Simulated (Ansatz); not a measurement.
Working through energies of removing a hydrogen of C2H5NSe, SMILES CN=C[SeH]

Computed with Ansatz 0.2.0 through its Python package.

Contents of `c2h5nse.xyz`:
```text
9

C    -0.17830    1.40760    0.08410
N     0.18760    0.15300    0.54540
C     0.33890   -0.83160   -0.26830
Se    1.00130   -2.52070    0.43850
H    -1.21260    1.36810   -0.44830
H    -0.31710    2.16020    0.93350
H     0.55120    1.86240   -0.63380
H     0.25250   -0.70770   -1.33100
H    -0.53500   -2.93750    0.66280
```

The cells in order, each with its output:

**Cell 1**
```python
import ansatz as az

BASIS_SET = "6-31G*"
XC = "PBE0"
```

**Cell 2**
```python
def total_energy(molecule, charge=0, unpaired=0):
    calc = molecule.calculation().basis(gaussian=BASIS_SET).functional(XC)
    if charge:
        calc = calc.charge(charge)
    if unpaired:
        calc = calc.spin("collinear", total=unpaired)
    return calc.run().report["free_energy_ev"]
```

**Cell 3**
```python
def without(molecule, index):
    rest = az.Crystal.molecule()
    for i, site in enumerate(molecule.cartesian_sites):
        if i != index:
            rest = rest.atom(site.symbol, site.position_ang)
    return rest

mol = az.Crystal.molecule_from_extxyz("c2h5nse.xyz")
```

**Cell 4**
```python
whole = total_energy(mol, 0)
hydrogen = total_energy(az.Crystal.molecule().atom("H", (0, 0, 0)), 0, 1)
print(f"E(molecule) = {whole:.5f} eV, E(H) = {hydrogen:.5f} eV")
for index in [6, 7, 8]:
    radical = total_energy(without(mol, index), 0, 1)
    print(f"H{index}: homolysis {23.060548 * (radical + hydrogen - whole):.1f} kcal/mol")
    anion = total_energy(without(mol, index), -1)
    print(f"H{index}: loss of a proton {23.060548 * (anion - whole):.1f} kcal/mol")
```
Output:
```text
E(molecule) = -68973.45360 eV, E(H) = -13.58146 eV
H6: homolysis 102.0 kcal/mol
H6: loss of a proton 399.3 kcal/mol
H7: homolysis 97.7 kcal/mol
H7: loss of a proton 402.0 kcal/mol
H8: homolysis 70.8 kcal/mol
H8: loss of a proton 336.2 kcal/mol
```

Caveats:
- Total energies depend on the basis set; only differences at equal settings carry meaning.
- The geometry is a force-field or estimated start, not a minimum of this method, and the basis set is short of its limit. All parts are taken at fixed geometry, without zero-point energy.
- The spin-orbit lowering of heavy atoms is left out.
- Anions want diffuse functions, which this basis lacks.
- Wall time of the script: 35 s on 1 thread of Arm Neoverse V2, with other jobs on the host, peak memory 0.33 GiB.
